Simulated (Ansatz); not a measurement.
**Hf2Hg: how settings move the results**

One table from this session's results is given with a row withheld; the runs are named, their logs left out.

Computed with Ansatz 0.2.0 (DFT PBEsol, scalar-relativistic, plane waves, PAW, unless a step's input says otherwise).

1 further run of the same task is left out (it didn't finish).

**The starting structure**

It takes space group I4/mmm (No. 139, tetragonal). Conventional cell: a = 3.330 Å, b = 3.330 Å, c = 11.603 Å, α = 90.00°, β = 90.00°, γ = 90.00°. Hf (site symmetry 4mm) is surrounded by 4 Hg at 3.04 Å and 8 Hf at 3.06 to 3.33 Å. Hg (site symmetry 4/mmm) is surrounded by 8 Hf at 3.04 Å and 4 Hg at 3.33 Å.

Coordinates:

```xyz
3
Lattice="-1.6650 1.6650 5.8016 1.6650 -1.6650 5.8016 1.6650 1.6650 -5.8016" Properties=species:S:1:pos:R:3 pbc="T T T"
Hf    0.0000    0.0000    7.7246
Hf    0.0000    0.0000    3.8785
Hg    0.0000    0.0000    0.0000
```

Source of the structure: the Materials Project (structure only). It is taken as it stands there.

The first run:

input.yaml reads:

```yaml
crystal:
  lattice:
    - [-1.665040965, 1.665040965, 5.80155301]
    - [1.665040965, -1.665040965, 5.80155301]
    - [1.665040965, 1.665040965, -5.80155301]
  atoms:
    - { symbol: Hf, position: [0.66573482, 0.66573482, 0.0] }
    - { symbol: Hf, position: [0.33426519, 0.33426519, 0.0] }
    - { symbol: Hg, position: [0.0, 0.0, 0.0] }
basis:
  ecutwfc: 420
kpoints:
  mp_grid: { grid: [8, 8, 8] }
hamiltonian:
  xc: pbesol
scf:
  occupations: { method: gaussian, width: 0.1 }
output:
  forces: true
  stress: true
  eigenvalues: true
```

Among the steps run: Quick check of gap, pressure and forces; Base run on a denser mesh; Plane-wave cutoff: 250 eV; Plane-wave cutoff: 300 eV; Plane-wave cutoff: 350 eV.

One table of the session follows, with a row left open; its other results are not shown here.

It belongs to the step «The sweep of the plane-wave cutoff side by side». 

| cutoff (eV) | ΔE (meV/atom) | pressure (GPa) | largest change of a force component (eV/Å) |
| --- | --- | --- | --- |
| 250 | 1118 | -2.36 | 0.121 |
| 300 | 103 | -2.51 | 0.015 |
| 350 | ? | ? | ? |
| 420 | 0.00 | -2.54 | 0.000 |

Q: Estimate the row for cutoff (eV) = 350 from the others.

Worked estimate for «ΔE (meV/atom)». A straight line through the neighbours (300, 103) and (420, 0.00) gives 103 + (0.00 − 103) × (350 − 300) / (420 − 300) = 60.08; a parabola fitted to 3 rows on both sides gives -340.19.

As computed: ΔE (meV/atom): 4.45; pressure (GPa): -2.52; largest change of a force component (eV/Å): 0.002. In «ΔE (meV/atom)» the line misses by +55.63 and the parabola by -344.64. Between these rows the values bend or scatter more than so simple an estimate can follow.

To keep in mind: The last step in the plane-wave cutoff still changes the energy by 4.45 meV/atom: the series is not settled to 1 meV/atom. The settings are coarse, so take the values as rough. Warnings in the runs' records: cutoff below recommended.
